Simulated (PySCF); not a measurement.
# F2GeH2: the cost of one run

Computed with PySCF 2.14.0; each step states its level. No surroundings beyond the atoms listed, unless a continuum is named. Atoms count from 0, parts from 1.

### Step 1. Starting point

Each species was relaxed by itself at PBE0-D3(BJ)/def2-SVPD.

### Step 2. Reaction energy: wB97M-D3(BJ)/def2-TZVPD

The job: settings as JSON, then the geometry in Å.

```
{"job": {"kind": "react", "xc": "wB97M-D3(BJ)", "basis": "def2-TZVPD"}, "charge": 0, "multiplicity": 1}
-1 FGeH3 charge 0 multiplicity 1
F      0.229260    -0.863410    -1.417880
Ge    -0.054040     0.060830     0.054540
H     -1.574750     0.082860     0.247700
H      0.677190    -0.695270     1.169900
H      0.532640     1.453970    -0.202280

-1 F2 charge 0 multiplicity 1
F      0.688320     0.030170    -0.005610
F     -0.688320    -0.030170     0.005610

+1 F2GeH2 charge 0 multiplicity 1
F      1.535330     0.607630    -0.215140
Ge    -0.023440    -0.138790    -0.004320
F     -1.166620     1.170930    -0.110070
H     -0.258910    -1.057360    -1.200650
H     -0.081470    -0.689240     1.418320

+1 FH charge 0 multiplicity 1
F      0.458790     0.034640    -0.000300
H     -0.458790    -0.034640     0.000300
```

Level: wB97M-D3(BJ)/def2-TZVPD reaction energy of separated species, gas phase.

Started as:

```bash
$ OMP_NUM_THREADS=1 python cluster_run.py task.json out
```

This one command runs all jobs of the session in turn.

**Question.** How long does this first job take on 1 thread of Arm Neoverse V2, shared host, and how much memory does it need?

About 9.7 s, with a peak of 0.54 GiB.
